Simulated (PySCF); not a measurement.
# BF2H5Si2: the cost of one run

Computed with PySCF 2.14.0, with density-fitted response routines of our own, on a single molecule in the gas phase. Atoms are numbered from 0 throughout.

### Step 1. The starting structure

10 atoms, charge 0, multiplicity 1; geometry from: GFN2-xTB. The atoms were then displaced at random by about 0.01 Å, so the start is not that level's minimum.

Bonds of the start (Å): F0–B1 1.32, B1–F2 1.32, B1–Si3 2.00, Si3–Si4 2.30, Si3–H5 1.48, Si3–H6 1.47, Si4–H7 1.48, Si4–H8 1.49, Si4–H9 1.45.

### Step 2. Geometry optimisation at PBE0-D3(BJ)/def2-SVP

The job: settings as JSON, then the geometry in Å.

```
{"job": {"xc": "PBE0", "basis": "def2-SVP", "d3": "d3bj", "grid": 1, "shake": 0.01, "kind": "geom"}, "charge": 0, "multiplicity": 1}
F     -2.438790    -1.229200    -0.766900
B     -1.890050    -0.499680     0.185470
F     -2.362890    -0.827930     1.375540
Si    -0.390100     0.789900    -0.122050
Si     1.668780    -0.228960    -0.063150
H     -0.469330     1.881520     0.867580
H     -0.582160     1.467450    -1.411180
H      2.754920     0.742960    -0.338300
H      1.961660    -0.809810     1.275370
H      1.798410    -1.307170    -1.023440
```

Command:

```bash
$ OMP_NUM_THREADS=1 python probes_run.py task.json out
```

One launch serves the whole session: the jobs run in the order shown.

**Question.** How long does this first job take on 1 thread of Arm Neoverse V2, shared host, and how much memory does it need?

About 34 s, with a peak of 0.42 GiB.
